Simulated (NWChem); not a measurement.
**MgH (SMILES [MgH]): USVWN5/cc-pVTZ**

Aim: the electronic atomisation energy of MgH at USVWN5/cc-pVTZ, from 3 runs. 

The calculation is run with NWChem 7.3.0.

14 further runs of the same task are left out: 14 set aside as unsound or not needed.

## 1. The system as given

MgH has 2 atoms, charge 0, and is taken as a doublet. SMILES: `[MgH]`. The coordinates come from a PBE0-D4/def2-TZVP relaxation.

Bond lengths: Mg1–H2 1.743 Å.

## 2. Energy and gradient at USVWN5/cc-pVTZ

Input file hmg.xyz:

```xyz
2

Mg    -0.742670     0.243830    -0.385720
H      0.742670    -0.243830     0.385720
```

Input file run.py:

```python
from ase.io import read
from ase.calculators.nwchem import NWChem

system = read('hmg.xyz')

calc = NWChem(
    label='hmg',
    theory='dft',
    memory='2200 mb',
    basis='cc-pVTZ',
    basispar='spherical bse',
    dft={'xc': 'slater vwn_5', 'mult': '2', 'grid': 'xfine', 'convergence': 'energy 1e-08', 'iterations': '100', 'mulliken': None},
)
system.calc = calc

forces = system.get_forces()
e = system.get_potential_energy()
print(f"E = {e:.6f} eV")
print("forces (eV/A):")
for s, f in zip(system.symbols, forces):
    print(f"{s:2s} {f[0]:10.5f} {f[1]:10.5f} {f[2]:10.5f}")
```

Started as:

```sh
$ export ASE_NWCHEM_COMMAND="nwchem PREFIX.nwi > PREFIX.nwo"
$ python run.py
```

The program printed:

```text
E = -5433.175988 eV
forces (eV/A):
Mg   -0.06716    0.02206   -0.03486
H     0.06716   -0.02206    0.03486
```

The calculator wrote hmg.nwi:

```
title "hmg"

permanent_dir hmg

scratch_dir hmg

start hmg

geometry units angstrom nocenter noautosym noautoz
  Mg -7.4267000000000005e-01 2.4382999999999999e-01 -3.8572000000000001e-01
  H  7.4267000000000005e-01 -2.4382999999999999e-01 3.8572000000000001e-01
end

memory 2200 mb

basis spherical bse noprint
   * library cc-pVTZ
end

dft
  xc slater vwn_5
  mult 2
  grid xfine
  convergence energy 1e-08
  iterations 100
  mulliken
end

task dft gradient
```

hmg.nwo:

```text
Northwest Computational Chemistry Package (NWChem) 7.3.0
             --------------------------------------------------------

           Job information
           ---------------

    nwchem branch   = 7.3.0
    use scalapack   = T
    input           = hmg.nwi
    prefix          = hmg.
    data base       = hmg/hmg.db
    status          = startup
    nproc           =        1

           Memory information
           ------------------

    heap     =     72089598 doubles =      550.0 Mbytes
    stack    =     72089595 doubles =      550.0 Mbytes
    global   =    144179200 doubles =     1100.0 Mbytes (distinct from heap & stack)
    total    =    288358393 doubles =     2200.0 Mbytes
    verify   = yes
    hardfail = no

[... 88 lines left out ...]
          Convergence on energy requested:  1.00D-08
[... 21 lines left out ...]
          Convergence Information
[... 30 lines left out ...]
 1-e energy   =    -287.133326
[... 56 lines left out ...]
      One electron energy =     -286.885093531361
[... 8 lines left out ...]
                    DFT Final Alpha Molecular Orbital Analysis
[... 800 lines left out ...]
          Convergence on gradient requested:  5.00D-04
[... 22 lines left out ...]
          total energy or number of iterations.
[... 18 lines left out ...]
                            NWChem DFT Gradient Module
                            --------------------------

                                        hmg

  charge          =   0.00
  wavefunction    = open shell

                         DFT ENERGY GRADIENTS

    atom               coordinates                        gradient
                 x          y          z           x          y          z
   1 Mg     -1.403443   0.460772  -0.728905    0.001306  -0.000429   0.000678
   2 H       1.403443  -0.460772   0.728905   -0.001306   0.000429  -0.000678

                 ----------------------------------------
                 |  Time  |  1-e(secs)   |  2-e(secs)   |
                 ----------------------------------------
                 |  CPU   |       0.00   |       1.47   |
                 ----------------------------------------
                 |  WALL  |       0.00   |       1.47   |
                 ----------------------------------------

 Task  times  cpu:        6.2s     wall:        6.2s
 Total times  cpu:        6.2s     wall:        6.2s
```

It took 7.5 s on 1 thread of AMD EPYC 9R45 (Zen 5), shared host; peak memory 0.12 GiB.

## 3. The H atom: the energy at USVWN5/cc-pVTZ

Input file h.xyz:

```xyz
1

H      0.000000     0.000000     0.000000
```

Input file run.py:

```python
from ase.io import read
from ase.calculators.nwchem import NWChem

mol = read('h.xyz')

calc = NWChem(
    label='h',
    theory='dft',
    memory='2200 mb',
    basis='cc-pVTZ',
    basispar='spherical bse',
    dft={'xc': 'slater vwn_5', 'mult': '2', 'grid': 'xfine', 'convergence': 'energy 1e-08', 'iterations': '100', 'mulliken': None},
    task='energy',
)
mol.calc = calc

print(f"energy = {mol.get_potential_energy():.6f} eV")
```

Run the same way, it converges to -0.47835 Eh (log not shown).

## 4. The Mg atom: a single-point energy at SVWN5/cc-pVTZ

Input file mg.nw:

```
START mg
TITLE "Mg energy"
memory stack 880 mb heap 220 mb global 1100 mb

GEOMETRY noautosym nocenter noautoz
  Mg    0.000000    0.000000    0.000000
END

BASIS spherical bse
  Mg library cc-pVTZ
END

DFT
  xc slater vwn_5
  grid xfine
  convergence energy 1e-08
  iterations 100
  mulliken
END

TASK dft energy
```

Run the same way, it converges to -199.12898 Eh (log not shown).

## 5. What came out

At USVWN5/cc-pVTZ:

```
                                    quantity          value
                      molecule: total energy  -199.66554 Eh
                     molecule: dipole moment         1.13 D
molecule: HOMO energy (highest over α and β)       -4.07 eV
 molecule: LUMO energy (lowest over α and β)       -3.04 eV
                              molecule: ⟨S²⟩          0.751
          molecule: largest force on an atom     0.079 eV/Å
                        H atom: total energy    -0.47835 Eh
  H atom: HOMO energy (highest over α and β)       -7.28 eV
                                H atom: ⟨S²⟩          0.750
                       Mg atom: total energy  -199.12898 Eh
                        Mg atom: HOMO energy       -4.78 eV
                        Mg atom: LUMO energy       -1.37 eV
                      Mg atom: HOMO–LUMO gap        3.40 eV
               electronic atomisation energy       1.584 eV
```

What this shows: Taking the molecule apart into free atoms costs 1.58 eV (37 kcal/mol), before zero-point energy and without spin-orbit coupling.
